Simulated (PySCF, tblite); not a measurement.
# C9H14O: geometry, infrared bands, NMR shifts and electronic excitations

Aim: predict the infrared bands, NMR shifts and electronic excitations of C9H14O (`CCO/C=C\[C@@H]1CC12CC2`).

Programs: tblite 0.8.0 and PySCF 2.14.0, with density-fitted response routines of our own. Each step states its level of theory. These are calculated values for one molecule in the gas phase, unless marked as measured. Atoms are numbered from 0 throughout.

## 1. The molecule as given

24 atoms, charge 0, multiplicity 1; geometry from: force field or distance geometry start.

Bonds of the start (Å): C0–C1 1.50, C1–O2 1.42, O2–C3 1.35, C3–C4 1.35, C4–C5 1.46, C5–C6 1.55, C6–C7 1.46, C7–C8 1.46, C8–C9 1.53, C7–C5 1.48, C9–C7 1.45, C0–H10 1.10, C0–H11 1.09, C0–H12 1.10, C1–H13 1.10, C1–H14 1.10, C3–H15 1.08, C4–H16 1.09, C5–H17 1.08, C6–H18 1.09, C6–H19 1.07, C8–H20 1.09, C8–H21 1.08, C9–H22 1.09, C9–H23 1.09.

## 2. Relaxing the molecule with GFN2-xTB

Job settings and geometry (Å):

```
{"job": {"kind": "relax", "xc": "GFN2-xTB", "basis": "xTB"}, "charge": 0, "multiplicity": 1}
C     -3.573000     1.219400    -0.691100
C     -2.249000     0.564700    -0.418400
O     -2.070000    -0.510000    -1.332100
C     -0.953300    -1.261600    -1.292600
C      0.128700    -1.245600    -0.480900
C      0.473300    -0.366500     0.627600
C      1.165100     0.980500     0.313400
C      1.892100    -0.115200     0.950400
C      2.737600    -0.259500     2.129400
C      3.167800    -0.782500     0.760900
H     -3.760600     2.051700    -0.003300
H     -3.619900     1.597100    -1.715700
H     -4.403500     0.501200    -0.578800
H     -2.245400     0.175500     0.613600
H     -1.453500     1.310200    -0.536600
H     -1.030700    -2.015100    -2.057800
H      0.871700    -2.011600    -0.699600
H     -0.197200    -0.416300     1.479000
H      0.891500     1.833800     0.931400
H      1.393200     1.215300    -0.710000
H      3.226000     0.632900     2.515400
H      2.453700    -0.982700     2.880500
H      3.961500    -0.234300     0.251200
H      3.182300    -1.861700     0.614500
```

Launch:

```console
$ OMP_NUM_THREADS=1 python probes_run.py task.json out
```

This one command runs all jobs of the session in turn.

**Question.** This job is followed by: GFN2-xTB harmonic vibrations, gas phase; PBE0-D3(BJ)/def2-SVP geometry optimisation, gas phase; GIAO PBE0/pcSseg-1 NMR shielding, non-relativistic, gas phase; TDDFT CAM-B3LYP/def2-SVPD, vertical, gas phase, core orbitals frozen in the response; GIAO PBE/pcSseg-1 NMR shielding, non-relativistic, gas phase. What will the session give for the following? strongest single infrared mode (GFN2-xTB); zero-point energy (GFN2-xTB); point group; rotational constants (main isotopes); ¹³C shifts against TMS (PBE0/pcSseg-1); ¹H shifts against TMS (PBE0/pcSseg-1, means over atoms taken as alike); ¹⁷O shifts against H2O (PBE0/pcSseg-1); lowest singlet (CAM-B3LYP/def2-SVPD); brightest single state of those computed; lowest triplet; vertical ionisation energy (ΔSCF); range of the shift of O2.

**Answer**, as computed:

| quantity | value |
| --- | --- |
| strongest single infrared mode (GFN2-xTB) | 1728 cm⁻¹, 185 km/mol |
| zero-point energy (GFN2-xTB) | 129.2 kcal/mol |
| point group | C1 |
| rotational constants (main isotopes) | 2.88, 0.59, 0.55 GHz |
| ¹³C shifts against TMS (PBE0/pcSseg-1) | 149.7, 108.8, 66.7, 19.9, 18.7, 17.7, 17.4, 9.3, 7.1 ppm |
| ¹H shifts against TMS (PBE0/pcSseg-1, means over atoms taken as alike) | 6.09, 3.98, 3.97, 3.57, 2.04, 1.28, 1.05, 0.85, 0.79, 0.76, 0.64, 0.55 ppm |
| ¹⁷O shifts against H2O (PBE0/pcSseg-1) | 137.1 ppm |
| lowest singlet (CAM-B3LYP/def2-SVPD) | 5.89 eV (210 nm), f = 0.023 |
| brightest single state of those computed | state 3, 6.45 eV, f = 0.522 |
| lowest triplet | 4.16 eV |
| vertical ionisation energy (ΔSCF) | 7.93 eV |
| range of the shift of O2 | 137.1 to 156.9 ppm |

What this shows: Relaxing lowered the energy by 0.153 eV in 159 steps; the close pair that moved most is C7–C9, from 1.452 to 1.478 Å (GFN2-xTB). No mode is imaginary among the 66: a minimum at this level. The strongest single mode, at 1728 cm⁻¹, moves mainly C3 and C4. GFN2-xTB is a fitted tight-binding method: band positions and strengths are rough. Its intensities can rank the bands wrongly. Relaxing lowered the energy by 0.066 eV in 7 steps; the close pair that moved most is C9–H23, from 1.081 to 1.095 Å (PBE0/def2-SVP). The most deshielded carbon is C3 (alkene carbon bearing oxygen), at 149.7 ppm: an sp2 carbon further deshielded by the attached heteroatom. H15 (hydrogen on an alkene carbon bearing oxygen) lies farthest downfield among hydrogen, at 6.09 ppm; a vinylic proton, deshielded by the sp2 carbon and the C=C anisotropy. At PBE0/pcSseg-1: Shielding is most anisotropic at C3 (span 170 ppm, paramagnetic term -213 ppm). At CAM-B3LYP/def2-SVPD, the highest states lie near or above the ionisation energy, where they hang on the basis. The orbital energy would give 7.30 eV for ionisation, ΔSCF gives 7.93 eV. In ppm, O2 moves most: its shift spreads over 19.8 ppm, from 137.1 (PBE0/pcSseg-1) to 156.9 (PBE/pcSseg-1).
